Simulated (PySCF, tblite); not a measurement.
**C2H4BFGe: geometry, infrared bands, NMR shifts and spin-spin couplings**

What infrared bands, NMR shifts and spin-spin couplings should C2H4BFGe (`C#C[B](F)[GeH3]`) show?

Programs: tblite 0.8.0 and PySCF 2.14.0, with density-fitted response routines of our own. Each step states its level of theory. These are calculated values for one molecule in the gas phase, unless marked as measured. Atoms are numbered from 0 throughout.

### Step 1. Starting geometry

9 atoms, charge 0, multiplicity 1; geometry from: force field or distance geometry start.

Bonds of the start (Å): C0–C1 1.21, C1–B2 1.53, B2–F3 1.43, B2–Ge4 2.03, C0–H5 1.05, Ge4–H6 1.56, Ge4–H7 1.55, Ge4–H8 1.54.

### Step 2. Relaxing the molecule with GFN2-xTB

The job: settings as JSON, then the geometry in Å.

```
{"job": {"kind": "relax", "xc": "GFN2-xTB", "basis": "xTB"}, "charge": 0, "multiplicity": 1}
C      2.500100     0.551400    -0.091500
C      1.471400     0.027200     0.272900
B      0.193300    -0.656500     0.760200
F      0.246700    -1.802000     1.610700
Ge    -1.606000     0.074000     0.182200
H      3.377800     1.020600    -0.421000
H     -1.698900     0.033200    -1.375400
H     -1.738400     1.546200     0.663100
H     -2.732500    -0.788100     0.791400
```

The run is started by

```
> OMP_NUM_THREADS=1 python probes_run.py task.json out
```

This one command runs all jobs of the session in turn.

**Question.** This job is followed by: GFN2-xTB harmonic vibrations, gas phase; GIAO PBE0/pcSseg-1 NMR shielding, non-relativistic, gas phase; B3LYP/pcJ-1 Ge:pcSseg-1 indirect spin-spin coupling, non-relativistic, gas phase. Predict these results of the whole session: strongest single infrared mode (GFN2-xTB); zero-point energy (GFN2-xTB); 13C shifts against TMS (PBE0/pcSseg-1); 1H shifts against TMS (PBE0/pcSseg-1, means over atoms taken as alike); 11B shifts against BF3·OEt2 (PBE0/pcSseg-1); 19F shifts against CFCl3 (PBE0/pcSseg-1); 73Ge shifts against GeMe4 (PBE0/pcSseg-1); largest coupling of the table (B3LYP/pcSseg-1+pcJ-1).

**Answer**, as computed:

| quantity | value |
| --- | --- |
| strongest single infrared mode (GFN2-xTB) | 2084 cm⁻¹, 501 km/mol |
| zero-point energy (GFN2-xTB) | 29.4 kcal/mol |
| 13C shifts against TMS (PBE0/pcSseg-1) | 117.8, 93.2 ppm |
| 1H shifts against TMS (PBE0/pcSseg-1, means over atoms taken as alike) | 3.56, 3.06 ppm |
| 11B shifts against BF3·OEt2 (PBE0/pcSseg-1) | 56.0 ppm |
| 19F shifts against CFCl3 (PBE0/pcSseg-1) | 49.9 ppm |
| 73Ge shifts against GeMe4 (PBE0/pcSseg-1) | -371 ppm |
| largest coupling of the table (B3LYP/pcSseg-1+pcJ-1) | 1J(C,H) C0–H5, 259.8 Hz |

**Reading.** The optimisation took 34 steps and gained 0.345 eV; among the close pairs (by a distance rule), B2–F3 changed most, from 1.428 to 1.320 Å. No mode is imaginary among the 21: a minimum at this level. The strongest single mode, at 2084 cm⁻¹, moves mainly H8. Unscaled tight-binding wavenumbers are off by several per cent, some by more. Its intensities can rank the bands wrongly. At PBE0/pcSseg-1: The largest span, 637 ppm, is at F3, where the paramagnetic term is -345 ppm. Of the pairs tabulated at B3LYP/pcSseg-1+pcJ-1, C0–H5 couples most strongly (259.8 Hz; Fermi contact 260.8 Hz). Spin-orbit coupling is left out, which matters for shieldings and couplings at and beside the heavy atoms.
